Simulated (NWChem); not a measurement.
# One shape, several levels: C2BrF2I (SMILES F/C(Br)=C(/F)I)

Wanted: a comparison of 3 runs (HF/def2-SVP, B3LYP/3-21G, PBE0/def2-SVP) of C2BrF2I. 

Program for the calculation: NWChem 7.3.0.

## 1. The system as given

C2BrF2I has 6 atoms, charge 0, and is taken as a singlet. SMILES: `F/C(Br)=C(/F)I`. Geometry: relaxed at PBE0-D4/def2-TZVP.

Bond lengths: F1–C2 1.320 Å, C2–Br3 1.859 Å, C2–C4 1.327 Å, C4–F5 1.323 Å, C4–I6 2.060 Å. Angles: F1–C2–Br3 114.7°, F1–C2–C4 121.7°, Br3–C2–C4 123.6°, C2–C4–F5 121.0°, C2–C4–I6 123.6°, F5–C4–I6 115.5°.

## 2. Energy and gradient at HF/def2-SVP (core potential) (run 1)

run.py

```python
from ase import Atoms
from ase.calculators.nwchem import NWChem

mol = Atoms(['F', 'C', 'Br', 'C', 'F', 'I'], positions=[
    [-1.355700, -0.177800, 1.089500],
    [-0.347900, -0.501900, 0.301700],
    [-0.037100, -2.328100, 0.150000],
    [0.373500, 0.420500, -0.323200],
    [1.380700, 0.078900, -1.109600],
    [0.028500, 2.444500, -0.154500],
])

calc = NWChem(
    label='c2brf2i',
    theory='scf',
    memory='2200 mb',
    basis='def2-SVP',
    basispar='spherical bse',
    scf={'nopen': '0', 'rhf': None, 'thresh': '1e-08', 'maxiter': '80'},
    **{'ecp bse': {'I library': 'def2-SVP'}},
)
mol.calc = calc

forces = mol.get_forces()
e = mol.get_potential_energy()
print(f"E = {e:.6f} eV")
print("forces (eV/A):")
for s, f in zip(mol.symbols, forces):
    print(f"{s:2s} {f[0]:10.5f} {f[1]:10.5f} {f[2]:10.5f}")
print("dipole (e A):", mol.get_dipole_moment().round(4))
```

Launch:

```sh
export ASE_NWCHEM_COMMAND="nwchem PREFIX.nwi > PREFIX.nwo"
python run.py
```

What it wrote:

```text
E = -85527.214251 eV
forces (eV/A):
F     0.61784   -0.17993   -0.48398
C     0.00962    0.60097   -0.03929
Br   -0.03718   -0.08613    0.03420
C    -0.00607   -0.90323    0.05260
F    -0.57829    0.14234    0.45437
I    -0.00586    0.42603   -0.01784
dipole (e A): [-0.0257  0.0995  0.0153]
```

The calculator wrote c2brf2i.nwi:

```
title "c2brf2i"

permanent_dir c2brf2i

scratch_dir c2brf2i

start c2brf2i

geometry units angstrom nocenter noautosym noautoz
  F  -1.3556999999999999e+00 -1.7780000000000001e-01 1.0894999999999999e+00
  C  -3.4789999999999999e-01 -5.0190000000000001e-01 3.0170000000000002e-01
  Br -3.7100000000000001e-02 -2.3281000000000001e+00 1.4999999999999999e-01
  C  3.7350000000000000e-01 4.2049999999999998e-01 -3.2319999999999999e-01
  F  1.3807000000000000e+00 7.8899999999999998e-02 -1.1095999999999999e+00
  I  2.8500000000000001e-02 2.4445000000000001e+00 -1.5450000000000000e-01
end

memory 2200 mb

basis spherical bse noprint
   * library def2-SVP
end

scf
  nopen 0
  rhf
  thresh 1e-08
  maxiter 80
end
ecp bse
  I library def2-SVP
end

task scf gradient
```

c2brf2i.nwo:

```text
Northwest Computational Chemistry Package (NWChem) 7.3.0
             --------------------------------------------------------

           Job information
           ---------------

    nwchem branch   = 7.3.0
    use scalapack   = T
    input           = c2brf2i.nwi
    prefix          = c2brf2i.
    data base       = c2brf2i/c2brf2i.db
    status          = startup
    nproc           =        1

           Memory information
           ------------------

[... 5 lines left out ...]
    hardfail = no
[... 135 lines left out ...]
         Quadratically convergent ROHF
[... 14 lines left out ...]
       Final RHF  results
[... 4 lines left out ...]
      Two-electron energy =   1882.731762528877
[... 64 lines left out ...]
                       ROHF Final Molecular Orbital Analysis
[... 253 lines left out ...]
                 ----------------------------------------
                 |  Time  |  1-e(secs)   |  2-e(secs)   |
                 ----------------------------------------
                 |  CPU   |       0.05   |       8.59   |
                 ----------------------------------------
                 |  WALL  |       0.05   |       8.59   |
                 ----------------------------------------

 Task  times  cpu:       37.7s     wall:       37.7s
 Total times  cpu:       37.8s     wall:       37.8s
```

It took 39 s on 1 thread of AMD EPYC 9R14 (Zen 4), shared host; peak memory 0.1 GiB.

## 3. Energy and forces at B3LYP/3-21G (run 2)

mymol.nw

```
start mymol
memory stack 880 mb heap 220 mb global 1100 mb
geometry units angstroms noautosym nocenter noautoz
 F     -1.355700    -0.177800     1.089500
 C     -0.347900    -0.501900     0.301700
 Br    -0.037100    -2.328100     0.150000
 C      0.373500     0.420500    -0.323200
 F      1.380700     0.078900    -1.109600
 I      0.028500     2.444500    -0.154500
end
basis spherical bse
 * library 3-21G
end
dft
 xc b3lyp
 mult 1
 grid xfine
 convergence energy 1e-08
 iterations 100
 mulliken
 print medium
end
task dft gradient
```

Launch:

```sh
nwchem mymol.nw > mymol.out
```

What it wrote:

```text
[...]
          Wavefunction type:  closed shell.
          No. of atoms     :     6
          No. of electrons :   118
[...]
          Charge           :     0
          Spin multiplicity:     1
[...]
          AO basis - number of functions:    89
[...]
              XC Information
              --------------
                         B3LYP Method XC Potential
                     Hartree-Fock (Exact) Exchange  0.200
                        Slater Exchange Functional  0.800 local
                    Becke 1988 Exchange Functional  0.720 non-local
              Lee-Yang-Parr Correlation Functional  0.810
                  VWN I RPA Correlation Functional  0.190 local
[...]
 d= 0,ls=0.0,diis     1  -9725.9531940747 -1.05D+04  3.49D-02  1.55D+00     1.7
[...]
 d= 0,ls=0.0,diis    10  -9726.1375717761 -7.70D-09  6.34D-07  1.54D-09    12.3
         Total DFT energy =    -9726.137571776089
      One electron energy =   -15060.766901351821
           Coulomb energy =     4815.368109036698
    Exchange-Corr. energy =     -299.657058613992
 Nuclear repulsion energy =      818.918279153025
[...]
  wavefunction    = closed shell
                         DFT ENERGY GRADIENTS
    atom               coordinates                        gradient
                 x          y          z           x          y          z
   1 F      -2.561902  -0.335993   2.058856    0.030869  -0.011103  -0.024068
   2 C      -0.657436  -0.948453   0.570130   -0.021593  -0.018564   0.018226
   3 Br     -0.070109  -4.399471   0.283459   -0.006638   0.024786   0.003993
   4 C       0.705813   0.794630  -0.610759    0.022852   0.019760  -0.019295
   5 F       2.609145   0.149099  -2.096840   -0.031599   0.011320   0.024640
   6 I       0.053857   4.619435  -0.291963    0.006109  -0.026199  -0.003495
[...]
```

It took 18 s on 1 thread of AMD EPYC 9R14 (Zen 4), shared host; peak memory 0.14 GiB.

## 4. Energy and gradient at PBE0/def2-SVP (core potential) (run 3)

geom.xyz

```xyz
6

F     -1.355700    -0.177800     1.089500
C     -0.347900    -0.501900     0.301700
Br    -0.037100    -2.328100     0.150000
C      0.373500     0.420500    -0.323200
F      1.380700     0.078900    -1.109600
I      0.028500     2.444500    -0.154500
```

run.py

```python
from ase.io import read
from ase.calculators.nwchem import NWChem

atoms = read('geom.xyz')

calc = NWChem(
    label='geom',
    theory='dft',
    memory='2200 mb',
    basis='def2-SVP',
    basispar='spherical bse',
    dft={'xc': 'pbe0', 'mult': '1', 'grid': 'fine', 'convergence': 'energy 1e-08', 'iterations': '100', 'mulliken': None},
    **{'ecp bse': {'I library': 'def2-SVP'}},
)
atoms.calc = calc

forces = atoms.get_forces()
e = atoms.get_potential_energy()
print(f"E = {e:.6f} eV")
print("forces (eV/A):")
for s, f in zip(atoms.symbols, forces):
    print(f"{s:2s} {f[0]:10.5f} {f[1]:10.5f} {f[2]:10.5f}")
print("dipole (e A):", atoms.get_dipole_moment().round(4))
```

Launch:

```sh
export ASE_NWCHEM_COMMAND="nwchem PREFIX.nwi > PREFIX.nwo"
python run.py
```

What it wrote:

```text
E = -85623.630982 eV
forces (eV/A):
F     0.08654   -0.02535   -0.06777
C    -0.54245   -0.33625    0.45107
Br    0.04541   -0.04361   -0.03404
C     0.58570    0.05399   -0.47061
F    -0.11035    0.03512    0.08629
I    -0.06479    0.31604    0.03502
dipole (e A): [-0.0206  0.0766  0.0124]
```

The calculator wrote geom.nwi:

```
title "geom"

permanent_dir geom

scratch_dir geom

start geom

geometry units angstrom nocenter noautosym noautoz
  F  -1.3556999999999999e+00 -1.7780000000000001e-01 1.0894999999999999e+00
  C  -3.4789999999999999e-01 -5.0190000000000001e-01 3.0170000000000002e-01
  Br -3.7100000000000001e-02 -2.3281000000000001e+00 1.4999999999999999e-01
  C  3.7350000000000000e-01 4.2049999999999998e-01 -3.2319999999999999e-01
  F  1.3807000000000000e+00 7.8899999999999998e-02 -1.1095999999999999e+00
  I  2.8500000000000001e-02 2.4445000000000001e+00 -1.5450000000000000e-01
end

memory 2200 mb

basis spherical bse noprint
   * library def2-SVP
end

dft
  xc pbe0
  mult 1
  grid fine
  convergence energy 1e-08
  iterations 100
  mulliken
end
ecp bse
  I library def2-SVP
end

task dft gradient
```

geom.nwo:

```text
Northwest Computational Chemistry Package (NWChem) 7.3.0
             --------------------------------------------------------

           Job information
           ---------------

    nwchem branch   = 7.3.0
    use scalapack   = T
    input           = geom.nwi
    prefix          = geom.
    data base       = geom/geom.db
    status          = startup
    nproc           =        1

           Memory information
           ------------------

[... 5 lines left out ...]
    hardfail = no
[... 106 lines left out ...]
  convergence criterion.
[... 42 lines left out ...]
          Spatial weights used:  Erf1
[... 32 lines left out ...]
 1-e energy   =   -5576.564457
[... 45 lines left out ...]
           Coulomb energy =     2024.537501508235
[... 892 lines left out ...]
          Convergence on density requested:  1.00D-05
[... 28 lines left out ...]
          total energy or number of iterations.
[... 37 lines left out ...]
                 ----------------------------------------
                 |  Time  |  1-e(secs)   |  2-e(secs)   |
                 ----------------------------------------
                 |  CPU   |       0.04   |       7.94   |
                 ----------------------------------------
                 |  WALL  |       0.04   |       7.94   |
                 ----------------------------------------

 Task  times  cpu:       32.4s     wall:       32.4s
 Total times  cpu:       32.4s     wall:       32.4s
```

It took 34 s on 1 thread of AMD EPYC 9R14 (Zen 4), shared host; peak memory 0.13 GiB.

## 5. The series

```
run                           level  core potential  iteration cap   energy (Eh)  dipole moment (D)  HOMO energy (eV)  LUMO energy (eV)  wall time
  1    HF/def2-SVP (core potential)        def2-SVP             80  -3143.067177               0.50             -9.71              2.24       39 s
  2                     B3LYP/3-21G               –            100  -9726.137572               0.15             -6.52             -1.36       18 s
  3  PBE0/def2-SVP (core potential)        def2-SVP            100  -3146.610426               0.39             -7.07             -1.43       34 s
```

## 6. Outcome

| quantity | value |
| --- | --- |
| run 3: total energy | -3146.61043 Eh |
| run 3: dipole moment | 0.39 D |
| run 3: HOMO energy | -7.07 eV |
| run 3: LUMO energy | -1.43 eV |
| run 3: HOMO–LUMO gap | 5.64 eV |
| run 3: largest force on an atom | 0.782 eV/Å |

What this shows: The dipole moment (its size) runs from 0.15 D (B3LYP/3-21G) to 0.50 D (HF/def2-SVP). The two ends differ in method and basis and core potential. The HOMO–LUMO gap runs from 5.16 eV (B3LYP/3-21G) to 11.95 eV (HF/def2-SVP). Totals of different functionals can't be ranked against each other. Some runs of one species differ in core potentials or relativity; totals across that change don't compare. In run 2 relativity is left out where basis or elements ask for it. All runs together took 91 s, the longest 39 s.
